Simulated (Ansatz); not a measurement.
**WSi (singlet): wave-function methods side by side at distance W1–Si2 = 2.339 Å, def2-SVP**

One table from this session's results is given with a row withheld; the runs are named, their logs left out.

The runs use Ansatz 0.2.0, Gaussian basis; def2-SVP, core rule «outside noble gas», up to 9 orbitals frozen.

Plan: UHF; CCSD(T) on RHF; CISD; CCSDT(Q) on RHF; CCSDT(Q) on UHF; CCSDTQ on RHF; CASSCF and MRCISD+Q, 2 electrons in 2 orbitals; CASSCF and NEVPT2, 2 electrons in 2 orbitals; CASSCF and MRCISD+Q, 10 electrons in 10 orbitals; CASSCF and NEVPT4(SD), 10 electrons in 10 orbitals; CASSCF and NEVPT2, 10 electrons in 10 orbitals.

10 further runs of the same task are left out: 4 for a known fault of the program, 6 that didn't finish.

### The system

The geometry derives from a PBE0/def2-TZVP stationary point (not a proven minimum). One bond is set to the value named and the two fragments are kept rigid. No spin-orbit coupling is included. Elements past krypton take def2 core potentials.

2 atoms, charge 0, spin multiplicity 1.

Atoms are counted from 1 here; the program's logs count them from 0.

Bond lengths: W1–Si2 2.339 Å.

As a file:

```xyz
2

W     0.00000    0.00000    0.00000
Si    0.00000    0.00000    2.33900
```

The first run:

Contents of in.yaml:

```yaml
crystal:
  periodic: [false, false, false]
  atoms:
    - {symbol: W, position_ang: [0.000000, 0.000000, 0.000000]}
    - {symbol: Si, position_ang: [0.000000, 0.000000, 2.339000]}
basis:
  gaussian: {orbitals: def2-SVP}
magnetization: {spin_polarized: true, initial_magnetization: 0}
hamiltonian: {xc: hf}
output: {orbitals: {seedname: orbitals}}
```

Launch:

```bash
$ ansatz run in.yaml --threads 1 --pin off --events-out ev --progress --plain --max-ram 8192MiB --backend cpu
```

Steps of the session up to this table: UHF; CCSD(T) on RHF; CISD; CCSDT(Q) on RHF; CCSDT(Q) on UHF; CCSDTQ on RHF; CASSCF and MRCISD+Q, 2 electrons in 2 orbitals; CASSCF and NEVPT2, 2 electrons in 2 orbitals; CASSCF and MRCISD+Q, 10 electrons in 10 orbitals; CASSCF and NEVPT4(SD), 10 electrons in 10 orbitals; CASSCF and NEVPT2, 10 electrons in 10 orbitals.

One of the session's tables, all rows but one given; the rest of the session is left out.

```
            method  from RCCSDT(Q) (meV)
               RHF               +8675.5
               UHF               +6187.1
              RMP2               +1206.5
              CISD               +2327.0
             RCCSD                     ?
          RCCSD(T)                +298.0
            RCCSDT                +243.9
         RCCSDT(Q)                     0
           RCCSDTQ                 +81.1
       CASSCF pair               +7753.1
       NEVPT2 pair               +1804.2
       MRCISD pair               +2092.2
     MRCISD+Q pair               +1009.9
    CASSCF valence               +4310.2
    NEVPT2 valence                +962.1
NEVPT4(SD) valence                +139.9
    MRCISD valence                +423.7
  MRCISD+Q valence                 +62.8
```

Estimate the missing values for RCCSD.

**Answer.** from RCCSDT(Q) (meV): +1145.0. In the column «from RCCSDT(Q) (meV)» it lies between MRCISD+Q pair (+1009.9) and RMP2 (+1206.5).

Caveats from the session: The determinant is far from a pure spin state, so its energy mixes those of several spin states (harmless only where they are near-degenerate, as at dissociation). Warnings: restricted reference is unstable; spin contamination; coupled cluster took another determinant than the lowest; large T1 diagnostic.
